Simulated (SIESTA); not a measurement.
The system is SiNi2.

```
Ni Si
1.0
     3.83600    0.00000    0.00000
    -1.91800    3.32207    0.00000
     0.00000    0.00000    4.94800
Ni Si
4 2
Cartesian
  1.9180 1.1074 3.7110
  0.0000 2.2147 1.2370
  0.0000 0.0000 2.4740
  0.0000 0.0000 0.0000
  1.9180 1.1074 1.2370
  0.0000 2.2147 3.7110
```

| Item | Value |
| --- | --- |
| Program | SIESTA 5.4.2 |
| Task | single point |
| Functional | PBEsol |
| Potentials or basis | PseudoDojo 0.4 standard (PBEsol files) |
| Basis | DZP (energy shift 0.003 Ry; two zetas on semicore shells) |
| Grid cutoff | 800 Ry |
| Energy shift | 0.003 Ry |
| k mesh | 8 × 8 × 6 |
| Occupations | fermi-dirac, width 0.05 eV |
| Spin | collinear spin, ferromagnetic start |
| Starting moments | [1.0, 1.0, 1.0, 1.0, 0.0, 0.0] μB |

On this cell: pressure 3.6 GPa; largest force under 0.003 eV/Å; net moment 0.00 μB per cell; band gap on the k mesh none (metal or under the smearing width).

The same run follows on a disturbed copy (atoms moved at random, drawn with an rms of 0.05 Å):

```
CELL_PARAMETERS angstrom
3.83600 0.00000 0.00000
-1.91800 3.32207 0.00000
0.00000 0.00000 4.94800
ATOMIC_POSITIONS crystal
Ni 0.66717 0.32320 0.74099
Ni 0.31790 0.65880 0.24888
Ni 0.99895 0.98987 0.50517
Ni 0.99740 0.99815 0.99855
Si 0.67385 0.32318 0.25008
Si 0.33437 0.66910 0.75833
```

What does the disturbed cell give?

The energy (extrapolated to zero smearing) moves by +14.9 meV/atom; pressure 4.1 GPa; largest force 1.252 eV/Å; net moment 0.00 μB per cell; band gap on the k mesh none (metal or under the smearing width).

Forces on the atoms (eV/Å):
```
Ni  -0.296  0.550  0.224
Ni   1.241  0.060  0.155
Ni  -0.098  0.068 -0.485
Ni   0.044 -0.112  0.223
Si  -1.175  0.018 -0.026
Si   0.284 -0.584 -0.091
```

Stress tensor (GPa, compression positive):
```
 5.15  2.13  0.10
 2.13  7.38  0.02
 0.10  0.02 -0.33
```

Caveats: short orbitals over semicore shells can move pressures by several GPa; the basis of atomic orbitals isn't converged, which shifts pressures, moduli and gaps.
